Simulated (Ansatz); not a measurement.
# CoSi2: the cost of one run

Program: Ansatz 0.2.0. Level of theory: DFT r²SCAN, scalar-relativistic, plane waves, PAW. These are calculated values, not measurements.

The COD entry's cell or inner coordinates are ideal or old and differ from later refinements, so a difference from it is no clean test against experiment.

### Step 1. Starting point

The structure is cubic, space group Fm-3m (No. 225). The conventional cell has a = 5.315 Å, b = 5.315 Å, c = 5.315 Å, α = 90.00°, β = 90.00°, γ = 90.00°. Co (site symmetry m-3m) is surrounded by 8 Si at 2.30 Å. Si (site symmetry -43m) is surrounded by 4 Co at 2.30 Å.

Structure file:

```cif
data_structure
_symmetry_space_group_name_H-M 'Fm-3m'
_symmetry_Int_Tables_number 225
_cell_length_a 5.3147
_cell_length_b 5.3147
_cell_length_c 5.3147
_cell_angle_alpha 90.000
_cell_angle_beta 90.000
_cell_angle_gamma 90.000
_cell_volume 150.12
loop_
_atom_site_label
_atom_site_type_symbol
_atom_site_symmetry_multiplicity
_atom_site_Wyckoff_symbol
_atom_site_fract_x
_atom_site_fract_y
_atom_site_fract_z
_atom_site_occupancy
Co1 Co 4 a 0.00000 0.00000 0.00000 1
Si1 Si 8 c 0.25000 0.75000 0.75000 1
```

An earlier run at r²SCAN left this cell at 12.510 Å³/atom and 0.00 GPa (12×12×12 mesh).

### Step 2. Ferromagnetic, larger cell

The input, input.yaml:

```yaml
crystal:
  lattice:
    - [0.0, 2.6573711548, -2.6573711548]
    - [0.0, 2.6573711548, 2.6573711548]
    - [5.3147423096, 0.0, 0.0]
  atoms:
    - { symbol: Co, position: [0.0, 0.0, 0.0], spin: 1.5 }
    - { symbol: Si, position: [0.0, 0.5, 0.25] }
    - { symbol: Si, position: [0.0, 1.5, 0.75] }
    - { symbol: Co, position: [0.5, 0.5, 0.5], spin: 1.5 }
    - { symbol: Si, position: [0.5, 1.0, 0.75] }
    - { symbol: Si, position: [0.5, 2.0, 1.25] }
basis:
  ecutwfc: 500
  ecutrho_ratio: 4
kpoints:
  mp_grid: { grid: [8, 8, 6] }
hamiltonian:
  xc: r2scan
scf:
  occupations: { method: gaussian, width: 0.05 }
  lower_state_search: "off"
output:
  forces: true
  stress: true
  eigenvalues: true
  populations: true
magnetization:
  spin_polarized: true
```

Run with:

```sh
> ansatz run input.yaml --threads 2 --pin off --max-ram 5120MiB --backend cpu --events-out ev --progress --plain --runs-dir out
```

Q: Estimate wall time and peak memory on 2 threads of Intel Xeon at 2.50GHz (Skylake/Cascade Lake), shared host.

About 1.9 min, with a peak of 0.72 GiB.
